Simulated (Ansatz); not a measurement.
# SiBH₅O₂: how energies converge with the basis set

Aim: see how fast density functionals converge with the basis set for SiBH₅O₂.

The runs use Ansatz 0.2.0, Gaussian basis; one geometry, several basis sets.

Plan: PBE0-D4/def2-SVP; ωB97M-V/def2-SVP; PBE0-D4/def2-QZVPP; ωB97M-V/def2-QZVPP; the functionals' def2-TZVPP values are taken from earlier runs.

## Step 1: The geometry

The geometry comes from an earlier relaxation with PBE0-D4 in a triple-zeta def2 set; it is a stationary point, not always the lowest conformer.

9 atoms, charge 0, spin multiplicity 1.

Atoms are counted from 1 here; the program's logs count them from 0.

Bond lengths: O1–B2 1.363 Å, O1–H5 0.963 Å, B2–O3 1.364 Å, B2–Si4 2.033 Å, O3–H6 0.963 Å, Si4–H7 1.487 Å, Si4–H8 1.490 Å, Si4–H9 1.490 Å. Angles: B2–O1–H5 115.8°, O1–B2–O3 124.1°, O1–B2–Si4 118.6°, O3–B2–Si4 117.3°, B2–O3–H6 116.1°, B2–Si4–H7 111.8°, B2–Si4–H8 110.5°, B2–Si4–H9 110.3°, H7–Si4–H8 108.3°, H7–Si4–H9 108.2°, H8–Si4–H9 107.5°.

## Step 2: PBE0-D4 in def2-SVP

The input, in.yaml:

```yaml
crystal:
  periodic: [false, false, false]
  atoms:
    - {symbol: O, position_ang: [-0.060762, 0.987852, -1.413701]}
    - {symbol: B, position_ang: [0.320505, 0.432339, -0.228754]}
    - {symbol: O, position_ang: [1.402884, 0.840873, 0.493156]}
    - {symbol: Si, position_ang: [-0.782513, -1.098213, 0.529006]}
    - {symbol: H, position_ang: [0.487672, 1.711730, -1.733306]}
    - {symbol: H, position_ang: [1.909793, 1.568925, 0.119633]}
    - {symbol: H, position_ang: [-1.893573, -1.482994, -0.381910]}
    - {symbol: H, position_ang: [0.073748, -2.295681, 0.756083]}
    - {symbol: H, position_ang: [-1.369155, -0.711231, 1.842693]}
basis:
  gaussian: {orbitals: def2-SVP}
hamiltonian: {xc: pbe0, dispersion: d4}
output: {orbitals: {seedname: orbitals}}
```

Command:

```console
> ansatz run in.yaml --threads 2 --pin off --events-out ev --progress --plain --max-ram 4352MiB
```

The runs that follow: ωB97M-V in def2-SVP; PBE0-D4 in def2-QZVPP; ωB97M-V in def2-QZVPP.

Q: Predict the results of all the runs planned. Wanted: PBE0-D4: double and triple zeta above quadruple; ωB97M-V: double and triple zeta above quadruple.

As calculated:

```
                                       quantity          value
PBE0-D4: double and triple zeta above quadruple  9.09, 0.55 eV
ωB97M-V: double and triple zeta above quadruple  9.23, 0.52 eV
```

**Reading.** For PBE0-D4 the step from double to triple zeta gains 8.54 eV and the next only 0.55 eV. These are total energies; as a rule much of such shifts cancels in differences, which this series doesn't test. The LUMO of ωB97M-V is positive and keeps falling with the basis (2.28 to 0.92 eV): an unbound level that the basis holds in place.
